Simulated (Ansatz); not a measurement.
ClFH3NSi, SMILES N[SiH](F)Cl, a ladder of methods at one geometry

Program: Ansatz 0.2.0, Python API.

Notebook, run cell by cell (the value of a cell's last expression is shown):

In [1]:
```python
from pathlib import Path
import warnings

import ansatz as az
from ase import Atoms
import numpy as np
```

In [2]:
```python
config = {
    'basis_set': 'def2-SVP',
}
```

In [3]:
```python
warnings.simplefilter('ignore', az.DeckWarning)
```

In [4]:
```python
atoms = Atoms(['N', 'Si', 'F', 'Cl', 'H', 'H', 'H'], positions=[
    (-0.82206, -0.68013, -0.12597),
    (0.50485, 0.37519, 0.0789),
    (0.89333, 0.21173, 1.62913),
    (-0.12886, 2.23601, -0.2737),
    (-1.39769, -0.64517, -0.95004),
    (-0.79602, -1.60706, 0.26359),
    (1.74644, 0.10943, -0.6219),
])
system = az.Crystal.molecule_from_ase(atoms)
```

In [5]:
```python
setup = system.calculation().basis(gaussian=config['basis_set'])
```

In [6]:
```python
print('functional    E (Ha)        dipole (D)   HOMO (eV)  LUMO (eV)')
for name in ['pbe0', 'cam_b3lyp', 'b3lyp', 'revpbe']:
    r = setup.functional(name).forces().orbitals().run(runs_dir='runs').report
    lines = Path(r['orbitals_path']).read_text().splitlines()
    field_of = lambda key: [line.split('=')[1].strip() for line in lines if line.startswith(key)]
    orbitals = [(27.211386 * float(e), s, float(n)) for e, s, n in zip(field_of('Ene='), field_of('Spin='), field_of('Occup='))]
    homo = max(e for e, _, n in orbitals if n > 0.5)
    lumo = min(e for e, _, n in orbitals if n < 0.5)
    dipole = 4.803205 * np.linalg.norm(r['charge_distribution']['dipole_moment_e_ang'])
    print(f'{name:10s} {r["free_energy_ev"] / 27.211386246:14.6f} {dipole:9.3f} {homo:11.3f} {lumo:10.3f}')
```
```text
functional    E (Ha)        dipole (D)   HOMO (eV)  LUMO (eV)
pbe0          -905.440744     2.742      -7.908      1.171
cam_b3lyp     -905.842349     2.715      -9.304      2.245
b3lyp         -905.902765     2.671      -7.570      0.955
revpbe        -905.665038     2.588      -6.279      0.359
```

What to keep in mind:
- Total energies depend on the basis set; only differences at equal settings carry meaning.
- The geometry is a force-field or estimated start, not a minimum of this method, and the basis set is short of its limit. A lower total doesn't mark the better method: functionals have no common bound, and MP2 and coupled cluster aren't variational.
- b3lyp holds the VWN-RPA fit, as in Gaussian; the form of ORCA and Turbomole is b3lyp5.
- Levels such as HOMO and LUMO are orbital energies: with these approximate functionals they aren't the ionisation energy and electron affinity, and their gap isn't the fundamental gap.
- The whole script took 8.9 s on 1 thread of Arm Neoverse V2, on a shared host, peak memory 0.23 GiB.
